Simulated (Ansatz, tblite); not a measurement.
**(Br2Ga-mu-SH)3 (Br₆Ga₃H₃S₃): removing and adding an electron**

What does removing or adding an electron cost or gain for (Br2Ga-mu-SH)3 (Br₆Ga₃H₃S₃)? Each charged state is run at several levels.

Program: Ansatz 0.2.0, Gaussian basis. Level of theory: as each input shows. These are calculated values, not measurements.

Plan: charge +1 doublet, at the geometry of the singlet (PBE0-D4/def2-TZVP, PBE-D4/def2-TZVP, revPBE-D4/def2-TZVP); charge -1 doublet, at the geometry of the singlet (PBE0-D4/def2-TZVP, PBE-D4/def2-TZVP, revPBE-D4/def2-TZVP); the starting singlet's energies come from earlier runs.

**1. The geometry**

The singlet was relaxed beforehand with r2SCAN-D4/def2-SVP.

15 atoms, charge 0, spin multiplicity 1.

Atoms are counted from 1 here; the program's logs count them from 0.

Bond lengths: Ga1–Br2 2.314 Å, Ga1–Br3 2.290 Å, Ga1–S4 2.353 Å, Ga1–S12 2.365 Å, S4–Ga5 2.396 Å, S4–H13 1.357 Å, Ga5–Br6 2.299 Å, Ga5–Br7 2.287 Å, Ga5–S8 2.364 Å, S8–Ga9 2.365 Å, S8–H14 1.366 Å, Ga9–Br10 2.284 Å, Ga9–Br11 2.297 Å, Ga9–S12 2.395 Å, S12–H15 1.357 Å. Angles: Br2–Ga1–Br3 118.2°, Br2–Ga1–S4 103.7°, Br2–Ga1–S12 113.6°, Br3–Ga1–S4 109.8°, Br3–Ga1–S12 106.2°, S4–Ga1–S12 104.5°, Ga1–S4–Ga5 106.4°, Ga1–S4–H13 96.4°, Ga5–S4–H13 93.4°, S4–Ga5–Br6 104.7°, S4–Ga5–Br7 106.4°, S4–Ga5–S8 108.2°, Br6–Ga5–Br7 120.9°, Br6–Ga5–S8 108.3°, Br7–Ga5–S8 107.7°, Ga5–S8–Ga9 107.3°, Ga5–S8–H14 98.3°, Ga9–S8–H14 95.5° and more.

Coordinates:

```
Ga    1.14829    1.67297   -0.29681
Br    2.71367    0.75966    1.14162
Br    1.71715    3.56350   -1.45699
S    -0.69533    2.11868    1.09490
Ga   -1.83046    0.03111    1.40071
Br   -3.15966   -0.18764   -0.46236
Br   -2.74387    0.09226    3.49600
S    -0.21751   -1.69722    1.36912
Ga    0.41195   -2.03134   -0.88606
Br   -1.15879   -3.35125   -1.89048
Br    2.61137   -2.69111   -0.92144
S     0.32652    0.13820   -1.89716
H    -1.53461    2.52207    0.10804
H     0.87650   -0.95057    1.70222
H     1.53476    0.01066   -2.50129
```

**2. Charge +1 doublet at the fixed geometry, PBE0-D4/def2-TZVP**

in.yaml reads:

```yaml
crystal:
  periodic: [false, false, false]
  atoms:
    - {symbol: Ga, position_ang: [1.148291, 1.672968, -0.296814]}
    - {symbol: Br, position_ang: [2.713669, 0.759662, 1.141618]}
    - {symbol: Br, position_ang: [1.717147, 3.563498, -1.456991]}
    - {symbol: S, position_ang: [-0.695329, 2.118681, 1.094897]}
    - {symbol: Ga, position_ang: [-1.830458, 0.031113, 1.400709]}
    - {symbol: Br, position_ang: [-3.159658, -0.187636, -0.462359]}
    - {symbol: Br, position_ang: [-2.743870, 0.092255, 3.495995]}
    - {symbol: S, position_ang: [-0.217506, -1.697216, 1.369119]}
    - {symbol: Ga, position_ang: [0.411953, -2.031341, -0.886059]}
    - {symbol: Br, position_ang: [-1.158789, -3.351250, -1.890482]}
    - {symbol: Br, position_ang: [2.611375, -2.691107, -0.921436]}
    - {symbol: S, position_ang: [0.326518, 0.138205, -1.897156]}
    - {symbol: H, position_ang: [-1.534607, 2.522074, 0.108044]}
    - {symbol: H, position_ang: [0.876501, -0.950575, 1.702216]}
    - {symbol: H, position_ang: [1.534765, 0.010659, -2.501291]}
basis:
  gaussian: {orbitals: def2-TZVP, fitting: {mean_field: def2-universal-jkfit}}
total_charge: 1
magnetization: {spin_polarized: true, initial_magnetization: 1}
hamiltonian: {xc: pbe0, dispersion: d4}
scf: {omitted_lower_state_checks: [starts]}
output: {orbitals: {seedname: orbitals}}
```

The run is started by

```
$ ansatz run in.yaml --threads 2 --pin off --events-out ev --progress --plain --max-ram 32768MiB --backend cuda --devices 0, --max-vram 18GiB
```

The log of the run:

```text
Functional definition: PBE0
  name "PBE0"
  cite "Adamo & Barone, J. Chem. Phys. 110, 6158 (1999) doi:10.1063/1.478522"
  cite "Perdew, Burke & Ernzerhof, Phys. Rev. Lett. 77, 3865 (1996) doi:10.1103/PhysRevLett.77.3865"
  parent pbe
  parameter a = 0.25
  parameter kappa = 0.804
  parameter beta = 0.06672455060314922
  exchange = (1 - a)*pbe_x(kappa = kappa, mu = beta*pi^2/3) + a*exact_x
  correlation = pbe_c(beta = beta)
these checks for a lower state are left out or cut short: starts
2832 factors; integrals over basis functions are off by at most 5.4e-1 eV
mean field evaluation 1: about -609890.0002 eV, gradient 3.1e1 eV
mean field evaluation 2: about -609889.1297 eV, gradient 4.1e1 eV
mean field evaluation 4: about -609892.5278 eV, gradient 7.4e0 eV
mean field evaluation 8: about -609892.9734 eV, gradient 7.2e-1 eV
mean field evaluation 16: about -609892.9776 eV, gradient 1.1e-2 eV
mean field evaluation 32: about -609892.9776 eV, gradient 2.7e-4 eV
mean field -609892.97763780 eV, -22413.1535278810 hartree, gradient 8.5e-6 eV, S^2 0.753271; 0 other end points of the search recorded, 0 dependent functions left out
reference -609892.97768217 eV, -22413.1535295118 hartree; 177, 176 occupied and 384, 385 virtual orbitals, 2832 factors
Total energy: -609894.20576771 eV, -22413.1986608229 hartree
Checks for a lower state left out: starts
```

Wall time 49 s (1 × H100 (card shared with other runs) with 2 threads of AMD EPYC 7R13, shared host); peak host memory 1.2 GiB.

HOMO -11.76 eV, LUMO -11.01 eV (over both spins); ⟨S²⟩ 0.753 (pure: 0.75).

**3. Charge +1 doublet at the fixed geometry, PBE-D4/def2-TZVP**

start.molden holds the orbitals of an earlier run on this state, given as this run's starting guess.

Changes to in.yaml since step 2:

```diff
@@ -19,6 +19,6 @@
 basis:
-  gaussian: {orbitals: def2-TZVP, fitting: {mean_field: def2-universal-jkfit}}
+  gaussian: {orbitals: def2-TZVP, fitting: {mean_field: def2-universal-jkfit}, initial_orbitals: start.molden}
 total_charge: 1
 magnetization: {spin_polarized: true, initial_magnetization: 1}
-hamiltonian: {xc: pbe0, dispersion: d4}
+hamiltonian: {xc: pbe, dispersion: d4}
 scf: {omitted_lower_state_checks: [starts]}
```

The command is unchanged.

The log of the run:

```text
Functional definition: PBE
  name "PBE"
  cite "Perdew, Burke & Ernzerhof, Phys. Rev. Lett. 77, 3865 (1996) doi:10.1103/PhysRevLett.77.3865"
  parent pbe
  parameter kappa = 0.804
  parameter beta = 0.06672455060314922
  exchange = pbe_x(kappa = kappa, mu = beta*pi^2/3)
  correlation = pbe_c(beta = beta)
these checks for a lower state are left out or cut short: starts
2832 factors; integrals over basis functions are off by at most 5.4e-1 eV
mean field evaluation 1: about -609872.5244 eV, gradient 1.9e1 eV
mean field evaluation 2: about -609872.9850 eV, gradient 6.3e-1 eV
mean field evaluation 4: about -609872.9871 eV, gradient 6.4e-2 eV
mean field evaluation 8: about -609872.9873 eV, gradient 6.8e-4 eV
mean field evaluation 16: about -609872.9873 eV, gradient 1.6e-5 eV
mean field -609872.98727928 eV, -22412.4188957555 hartree, gradient 2.7e-6 eV, S^2 0.750850; 0 other end points of the search recorded, 0 dependent functions left out
reference -609872.98733829 eV, -22412.4188979240 hartree; 177, 176 occupied and 384, 385 virtual orbitals, 2832 factors
Total energy: -609874.34710839 eV, -22412.4688685533 hartree
Checks for a lower state left out: starts
```

Run time: 38 s. Hardware: 1 × H100 (card shared with other runs) with 2 threads of AMD EPYC 7R13, shared host; peak host memory 1.2 GiB.

Report: HOMO -10.76 eV, LUMO -10.73 eV (over both spins); ⟨S²⟩ 0.751 (pure: 0.75).

**4. Charge +1 doublet at the fixed geometry, revPBE-D4/def2-TZVP**

Changes to in.yaml since step 3:

```diff
@@ -22,3 +22,3 @@
 magnetization: {spin_polarized: true, initial_magnetization: 1}
-hamiltonian: {xc: pbe, dispersion: d4}
+hamiltonian: {xc: {name: revPBE}, dispersion: d4}
 scf: {omitted_lower_state_checks: [starts]}
```

Launched as before.

The log of the run:

```text
Functional definition: revPBE
  name "revPBE"
  cite "Zhang & Yang, Phys. Rev. Lett. 80, 890 (1998) doi:10.1103/PhysRevLett.80.890"
  cite "Perdew, Burke & Ernzerhof, Phys. Rev. Lett. 77, 3865 (1996) doi:10.1103/PhysRevLett.77.3865"
  parameter kappa = 1.245
  parameter beta = 0.06672455060314922
  exchange = pbe_x(kappa = kappa, mu = beta*pi^2/3)
  correlation = pbe_c(beta = beta)
these checks for a lower state are left out or cut short: starts
2832 factors; integrals over basis functions are off by at most 5.4e-1 eV
mean field evaluation 1: about -609919.2641 eV, gradient 1.7e1 eV
mean field evaluation 2: about -609919.6111 eV, gradient 5.0e-1 eV
mean field evaluation 4: about -609919.6106 eV, gradient 6.4e-2 eV
mean field evaluation 8: about -609919.6107 eV, gradient 1.1e-3 eV
mean field evaluation 16: about -609919.6107 eV, gradient 7.4e-5 eV
mean field -609919.61072167 eV, -22414.1322756606 hartree, gradient 2.6e-6 eV, S^2 0.750923; 0 other end points of the search recorded, 0 dependent functions left out
reference -609919.61079520 eV, -22414.1322783629 hartree; 177, 176 occupied and 384, 385 virtual orbitals, 2832 factors
Total energy: -609922.27219782 eV, -22414.2300831052 hartree
Checks for a lower state left out: starts
```

It took 35 s on 1 × H100 (card shared with other runs) with 2 threads of AMD EPYC 7R13, shared host; peak host memory 1.1 GiB.

HOMO -10.70 eV, LUMO -10.66 eV (over both spins); ⟨S²⟩ 0.751 (pure: 0.75).

**5. Vertical ionisation energy**

Charged state less starting state, singlet to doublet; the starting state's energies are those of its earlier runs.

```csv
level,vertical ionisation energy (eV),time
PBE-D4/def2-TZVP,+8.97,51 s
revPBE-D4/def2-TZVP,+8.92,55 s
PBE0-D4/def2-TZVP,+9.73,77 s
```

Times add the two runs; a level without a time comes out of a correlated run.

Beside −ε(HOMO) of the starting state:

```csv
level,−ε(HOMO) (eV),by difference (eV),mismatch (eV)
PBE-D4/def2-TZVP,7.07,8.97,-1.90
revPBE-D4/def2-TZVP,7.01,8.92,-1.92
PBE0-D4/def2-TZVP,8.35,9.73,-1.38
```

**6. Charge -1 doublet at the fixed geometry, PBE0-D4/def2-TZVP**

Changes to in.yaml since step 4:

```diff
@@ -19,6 +19,6 @@
 basis:
-  gaussian: {orbitals: def2-TZVP, fitting: {mean_field: def2-universal-jkfit}, initial_orbitals: start.molden}
-total_charge: 1
+  gaussian: {orbitals: def2-TZVP, fitting: {mean_field: def2-universal-jkfit}}
+total_charge: -1
 magnetization: {spin_polarized: true, initial_magnetization: 1}
-hamiltonian: {xc: {name: revPBE}, dispersion: d4}
+hamiltonian: {xc: pbe0, dispersion: d4}
 scf: {omitted_lower_state_checks: [starts]}
```

Same command.

The log of the run:

```text
Functional definition: PBE0
  name "PBE0"
  cite "Adamo & Barone, J. Chem. Phys. 110, 6158 (1999) doi:10.1063/1.478522"
  cite "Perdew, Burke & Ernzerhof, Phys. Rev. Lett. 77, 3865 (1996) doi:10.1103/PhysRevLett.77.3865"
  parent pbe
  parameter a = 0.25
  parameter kappa = 0.804
  parameter beta = 0.06672455060314922
  exchange = (1 - a)*pbe_x(kappa = kappa, mu = beta*pi^2/3) + a*exact_x
  correlation = pbe_c(beta = beta)
these checks for a lower state are left out or cut short: starts
2832 factors; integrals over basis functions are off by at most 5.4e-1 eV
mean field evaluation 1: about -609900.5207 eV, gradient 3.3e1 eV
mean field evaluation 2: about -609896.5679 eV, gradient 5.0e1 eV
mean field evaluation 4: about -609903.6333 eV, gradient 1.9e0 eV
mean field evaluation 8: about -609903.6480 eV, gradient 3.3e-1 eV
mean field evaluation 16: about -609903.6490 eV, gradient 6.4e-3 eV
mean field -609903.64897646 eV, -22413.5456923437 hartree, gradient 1.6e-5 eV, S^2 0.752341; 0 other end points of the search recorded, 0 dependent functions left out
reference -609903.64901970 eV, -22413.5456939324 hartree; 178, 177 occupied and 383, 384 virtual orbitals, 2832 factors
Total energy: -609904.91082708 eV, -22413.5920644984 hartree
Checks for a lower state left out: starts
```

Run time: 22 s. Hardware: 1 × H100 (card shared with other runs) with 2 threads of AMD EPYC 7R13, shared host; peak host memory 1.2 GiB.

From the report: HOMO 0.23 eV, LUMO 1.35 eV (over both spins); ⟨S²⟩ 0.752 (pure: 0.75). Doubts: highest occupied level lies above zero.

**7. Charge -1 doublet at the fixed geometry, PBE-D4/def2-TZVP**

Changes to in.yaml since step 6:

```diff
@@ -19,6 +19,6 @@
 basis:
-  gaussian: {orbitals: def2-TZVP, fitting: {mean_field: def2-universal-jkfit}}
+  gaussian: {orbitals: def2-TZVP, fitting: {mean_field: def2-universal-jkfit}, initial_orbitals: start.molden}
 total_charge: -1
 magnetization: {spin_polarized: true, initial_magnetization: 1}
-hamiltonian: {xc: pbe0, dispersion: d4}
+hamiltonian: {xc: pbe, dispersion: d4}
 scf: {omitted_lower_state_checks: [starts]}
```

Same command.

The log of the run:

```text
Functional definition: PBE
  name "PBE"
  cite "Perdew, Burke & Ernzerhof, Phys. Rev. Lett. 77, 3865 (1996) doi:10.1103/PhysRevLett.77.3865"
  parent pbe
  parameter kappa = 0.804
  parameter beta = 0.06672455060314922
  exchange = pbe_x(kappa = kappa, mu = beta*pi^2/3)
  correlation = pbe_c(beta = beta)
these checks for a lower state are left out or cut short: starts
2832 factors; integrals over basis functions are off by at most 5.4e-1 eV
mean field evaluation 1: about -609882.7579 eV, gradient 1.9e1 eV
mean field evaluation 2: about -609883.1985 eV, gradient 5.8e-1 eV
mean field evaluation 4: about -609883.1959 eV, gradient 4.6e-2 eV
mean field evaluation 8: about -609883.1959 eV, gradient 7.3e-4 eV
mean field -609883.19589302 eV, -22412.7940553906 hartree, gradient 1.7e-5 eV, S^2 0.750660; 0 other end points of the search recorded, 0 dependent functions left out
reference -609883.19594990 eV, -22412.7940574808 hartree; 178, 177 occupied and 383, 384 virtual orbitals, 2832 factors
Total energy: -609884.59275223 eV, -22412.8453890197 hartree
Checks for a lower state left out: starts
```

It took 18 s on 1 × H100 (card shared with other runs) with 2 threads of AMD EPYC 7R13, shared host; peak host memory 1.2 GiB.

HOMO 0.47 eV, LUMO 0.65 eV (over both spins); ⟨S²⟩ 0.751 (pure: 0.75). Doubts: highest occupied level lies above zero.

**8. Charge -1 doublet at the fixed geometry, revPBE-D4/def2-TZVP**

Changes to in.yaml since step 7:

```diff
@@ -22,3 +22,3 @@
 magnetization: {spin_polarized: true, initial_magnetization: 1}
-hamiltonian: {xc: pbe, dispersion: d4}
+hamiltonian: {xc: {name: revPBE}, dispersion: d4}
 scf: {omitted_lower_state_checks: [starts]}
```

The command is unchanged.

The log of the run:

```text
Functional definition: revPBE
  name "revPBE"
  cite "Zhang & Yang, Phys. Rev. Lett. 80, 890 (1998) doi:10.1103/PhysRevLett.80.890"
  cite "Perdew, Burke & Ernzerhof, Phys. Rev. Lett. 77, 3865 (1996) doi:10.1103/PhysRevLett.77.3865"
  parameter kappa = 1.245
  parameter beta = 0.06672455060314922
  exchange = pbe_x(kappa = kappa, mu = beta*pi^2/3)
  correlation = pbe_c(beta = beta)
these checks for a lower state are left out or cut short: starts
2832 factors; integrals over basis functions are off by at most 5.4e-1 eV
mean field evaluation 1: about -609929.3197 eV, gradient 1.7e1 eV
mean field evaluation 2: about -609929.6468 eV, gradient 4.4e-1 eV
mean field evaluation 4: about -609929.6418 eV, gradient 4.7e-2 eV
mean field evaluation 8: about -609929.6418 eV, gradient 6.1e-4 eV
mean field -609929.64179538 eV, -22414.5009108202 hartree, gradient 2.0e-5 eV, S^2 0.750843; 0 other end points of the search recorded, 0 dependent functions left out
reference -609929.64186669 eV, -22414.5009134408 hartree; 178, 177 occupied and 383, 384 virtual orbitals, 2832 factors
Total energy: -609932.37889082 eV, -22414.6014972223 hartree
Checks for a lower state left out: starts
```

Wall time 16 s (1 × H100 (card shared with other runs) with 2 threads of AMD EPYC 7R13, shared host); peak host memory 1.2 GiB.

From the report: HOMO 0.58 eV, LUMO 0.79 eV (over both spins); ⟨S²⟩ 0.751 (pure: 0.75). Doubts: highest occupied level lies above zero.

**9. Vertical electron affinity**

Starting state less charged state (positive: the electron is bound), singlet to doublet; the starting state's energies are those of its earlier runs.

```csv
level,vertical electron affinity (eV),time
PBE-D4/def2-TZVP,+1.28,31 s
revPBE-D4/def2-TZVP,+1.18,36 s
PBE0-D4/def2-TZVP,+0.97,50 s
```

Times add the two runs; a level without a time comes out of a correlated run.

Beside −ε(LUMO) of the starting state:

```csv
level,−ε(LUMO) (eV),by difference (eV),mismatch (eV)
PBE-D4/def2-TZVP,3.01,1.28,+1.73
revPBE-D4/def2-TZVP,2.89,1.18,+1.71
PBE0-D4/def2-TZVP,2.16,0.97,+1.18
```

**10. Results**

| quantity | value |
| --- | --- |
| vertical ionisation energy, functionals in def2-TZVP | 8.92 (revPBE-D4) to 9.73 eV (PBE0-D4) |
| vertical electron affinity, functionals in def2-TZVP | 0.97 (PBE0-D4) to 1.28 eV (PBE-D4) |

In words: The vertical ionisation energy spans 8.92 to 9.73 eV over the functionals. −ε(HOMO) misses the level's own difference by -1.38 eV at best (PBE0-D4) and -1.92 eV at worst (revPBE-D4). The vertical electron affinity spans 0.97 to 1.28 eV over the functionals. The anion's highest level lies above zero where self-interaction lifts it, so diffuse functions weigh on these values. −ε(LUMO) misses the level's own difference by +1.18 eV at best (PBE0-D4) and +1.73 eV at worst (PBE-D4).

The anion's highest level is positive in at least one run, so there the basis alone may hold the extra electron.
